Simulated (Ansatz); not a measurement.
# RbLuW2O8 (P-3m1): the equilibrium volume

At what volume is RbLuW2O8 (P-3m1) free of pressure?

Computed with Ansatz 0.2.0 (DFT r²SCAN, scalar-relativistic, plane waves, PAW, unless a step's input says otherwise).

1 further run of the same task is left out (it didn't finish).

**1. The system as given**

Symmetry: P-3m1, No. 164, trigonal system. Conventional cell: a = 6.070 Å, b = 6.070 Å, c = 8.042 Å, α = 90.00°, β = 90.00°, γ = 120.00°. Around Lu (site symmetry -3m) lie 6 O at 2.20 Å. O (site symmetry m) is surrounded by 1 W at 1.83 Å and 1 Lu at 2.20 Å. O (site symmetry 3m) has 1 W at 1.78 Å as nearest neighbours. Rb (site symmetry -3m) is surrounded by 12 O at 3.23 to 3.52 Å. W (site symmetry 3m) is surrounded by 4 O at 1.78 to 1.83 Å.

Structure file:

```
CELL_PARAMETERS angstrom
6.07010 0.00000 0.00000
-3.03505 5.25686 0.00000
0.00000 0.00000 8.04234
ATOMIC_POSITIONS crystal
Lu 0.00000 0.00000 0.50000
O 0.16763 0.83237 0.33704
O 0.83237 0.16763 0.66296
O 0.16763 0.33526 0.33704
O 0.83237 0.66474 0.66296
O 0.66474 0.83237 0.33704
O 0.33526 0.16763 0.66296
O 0.33333 0.66667 0.04479
O 0.66667 0.33333 0.95521
Rb 0.00000 0.00000 0.00000
W 0.33333 0.66667 0.26605
W 0.66667 0.33333 0.73395
```

**2. At the starting volume (r²SCAN, 3×3×2 mesh)**

Input file input.yaml:

```yaml
crystal:
  lattice:
    - [6.07009925, 0.0, 0.0]
    - [-3.03504963, 5.25686016, 0.0]
    - [0.0, 0.0, 8.04234052]
  atoms:
    - { symbol: Lu, position: [0.0, 0.0, 0.5] }
    - { symbol: O, position: [0.167629, 0.832371, 0.337038] }
    - { symbol: O, position: [0.832371, 0.167629, 0.662962] }
    - { symbol: O, position: [0.167629, 0.335258, 0.337038] }
    - { symbol: O, position: [0.832371, 0.664742, 0.662962] }
    - { symbol: O, position: [0.664742, 0.832371, 0.337038] }
    - { symbol: O, position: [0.335258, 0.167629, 0.662962] }
    - { symbol: O, position: [0.3333333333, 0.6666666667, 0.04479] }
    - { symbol: O, position: [0.6666666667, 0.3333333333, 0.95521] }
    - { symbol: Rb, position: [0.0, 0.0, 0.0] }
    - { symbol: W, position: [0.3333333333, 0.6666666667, 0.266052] }
    - { symbol: W, position: [0.6666666667, 0.3333333333, 0.733948] }
basis:
  ecutwfc: 500
kpoints:
  mp_grid: { grid: [3, 3, 2] }
hamiltonian:
  xc: r2scan
scf:
  occupations: { method: gaussian, width: 0.1 }
output:
  forces: true
  stress: true
  eigenvalues: true
```

Started as:

```bash
$ ansatz run input.yaml --threads 8 --pin off --max-ram 14336MiB --backend cpu --events-out ev --progress --plain --runs-dir out
```

Further steps of the session: Full relaxation (r²SCAN, 6×6×4 mesh); Relaxing cell and atoms.

Before running it: what results should come out? Wanted: volume; pressure; conventional cell; gap on the mesh.

The runs gave:

| quantity | value |
| --- | --- |
| volume | 19.481 Å³/atom |
| pressure | 0.00 GPa |
| conventional cell | a = 5.945 Å, b = 5.945 Å, c = 7.637 Å, α = 90.00°, β = 90.00°, γ = 120.00° |
| gap on the mesh | 5.13 eV |

Over the 3 runs shown the cell moved from 21.39 to 19.48 Å³/atom, a change of -8.9 %, where the pressure is zero within 0.01 GPa. Spin–orbit coupling is left out, though the cell holds W; in elements this heavy it can shift levels and gaps by tenths of an eV.

These are semilocal Kohn-Sham gaps, which aren't the measured quantity. Such gaps usually fall short of the measured ones.
